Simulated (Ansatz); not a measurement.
# CH₇AlSi₂: up Jacob's ladder to CCSD(T)

The task here is to estimate one member of a computed series from the others.

Computed with Ansatz 0.2.0, Gaussian basis. Level: functionals in def2-TZVPP, the program's frozen cores in correlated methods.

Plan: LDA (SPW92), PBE-D4, revPBE-D4, BLYP-D4, r2SCAN-D4, B97M-V, PBE0-D4, B3LYP-D4, r2SCANh-D4, r2SCAN0-D4, HSE06-D4, BHLYP-D4, CAM-B3LYP-D4, LC-ωPBE, ωB97X-V, ωB97M-V, B2PLYP, PBE-QIDH; CCSD(T)/def2-SVP; CCSD(T)/def2-TZVPP; MP2/def2-QZVPP; extrapolation to the limit; RPA on PBE.

## Structure used throughout

All runs share one geometry, relaxed beforehand with PBE0-D4 in a triple-zeta def2 set.

SMILES `[SiH3][SiH]1[CH2][AlH]1`, 11 atoms, charge 0, spin multiplicity 1.

Atoms are counted from 1 here; the program's logs count them from 0.

Bond lengths: Si1–Si2 2.324 Å, Si1–H5 1.488 Å, Si1–H6 1.491 Å, Si1–H7 1.491 Å, Si2–C3 1.935 Å, Si2–Al4 2.327 Å, Si2–H8 1.491 Å, C3–Al4 1.948 Å, C3–H9 1.097 Å, C3–H10 1.089 Å, Al4–H11 1.580 Å. Angles: Si2–Si1–H5 111.5°, Si2–Si1–H6 113.3°, Si2–Si1–H7 107.7°, H5–Si1–H6 108.4°, H5–Si1–H7 108.1°, H6–Si1–H7 107.7°, Si1–Si2–C3 111.4°, Si1–Si2–Al4 115.3°, Si1–Si2–H8 113.4°, C3–Si2–Al4 53.4°, C3–Si2–H8 117.0°, Al4–Si2–H8 129.8°, Si2–C3–Al4 73.6°, Si2–C3–H9 111.8°, Si2–C3–H10 118.8°, Al4–C3–H9 110.7°, Al4–C3–H10 128.7°, H9–C3–H10 109.0° and more.

The first run:

Contents of in.yaml:

```yaml
crystal:
  periodic: [false, false, false]
  atoms:
    - {symbol: Si, position_ang: [-1.458226, 1.357190, 0.062715]}
    - {symbol: Si, position_ang: [-0.363292, -0.630135, 0.565962]}
    - {symbol: C, position_ang: [1.543285, -0.481074, 0.269708]}
    - {symbol: Al, position_ang: [0.844717, -1.569820, -1.186510]}
    - {symbol: H, position_ang: [-2.917504, 1.140762, -0.130462]}
    - {symbol: H, position_ang: [-1.271912, 2.411061, 1.100227]}
    - {symbol: H, position_ang: [-0.892527, 1.875707, -1.216217]}
    - {symbol: H, position_ang: [-0.802942, -1.237066, 1.854419]}
    - {symbol: H, position_ang: [2.114138, -1.097911, 0.974469]}
    - {symbol: H, position_ang: [1.990921, 0.510955, 0.224262]}
    - {symbol: H, position_ang: [1.278842, -2.336670, -2.497775]}
basis:
  gaussian: {orbitals: def2-TZVPP}
hamiltonian: {xc: lda}
output: {orbitals: {seedname: orbitals}}
```

Run with:

```bash
> ansatz run in.yaml --threads 2 --pin off --events-out ev --progress --plain --max-ram 4352MiB
```

Among the steps run: LDA; PBE-D4 (GGA); revPBE-D4 (GGA); BLYP-D4 (GGA); r2SCAN-D4 (meta-GGA); B97M-V (meta-GGA); PBE0-D4 (hybrid); B3LYP-D4 (hybrid); r2SCANh-D4 (hybrid); r2SCAN0-D4 (hybrid); HSE06-D4 (hybrid); BHLYP-D4 (hybrid); CAM-B3LYP-D4 (range-separated); LC-ωPBE (range-separated); ωB97X-V (range-separated); ωB97M-V (range-separated); B2PLYP (double hybrid); PBE-QIDH (double hybrid).

One of the session's tables, all rows but one given; the rest of the session is left out.

It belongs to the step «Orbital energies across the functionals». 

```
  functional  HOMO (eV)  LUMO (eV)  gap (eV)
 LDA (SPW92)          ?          ?         ?
      PBE-D4      -5.10      -2.70      2.41
   revPBE-D4      -5.06      -2.59      2.47
     BLYP-D4      -4.95      -2.54      2.41
   r2SCAN-D4      -5.28      -2.46      2.82
      B97M-V      -5.33      -2.63      2.71
     PBE0-D4      -6.04      -1.93      4.10
    B3LYP-D4      -5.86      -2.10      3.76
  r2SCANh-D4      -5.63      -2.20      3.43
  r2SCAN0-D4      -6.15      -1.81      4.34
    HSE06-D4      -5.65      -2.30      3.35
    BHLYP-D4      -6.85      -1.10      5.75
CAM-B3LYP-D4      -7.21      -0.94      6.27
     LC-ωPBE      -8.43       0.10      8.53
     ωB97X-V      -8.15      -0.02      8.13
     ωB97M-V      -7.95      -0.28      7.67
```

**Question.** Estimate the row for LDA (SPW92).

As computed: HOMO (eV): -5.20; LUMO (eV): -2.91; gap (eV): 2.29. In the column «HOMO (eV)» it lies between r2SCAN-D4 (-5.28) and PBE-D4 (-5.10).
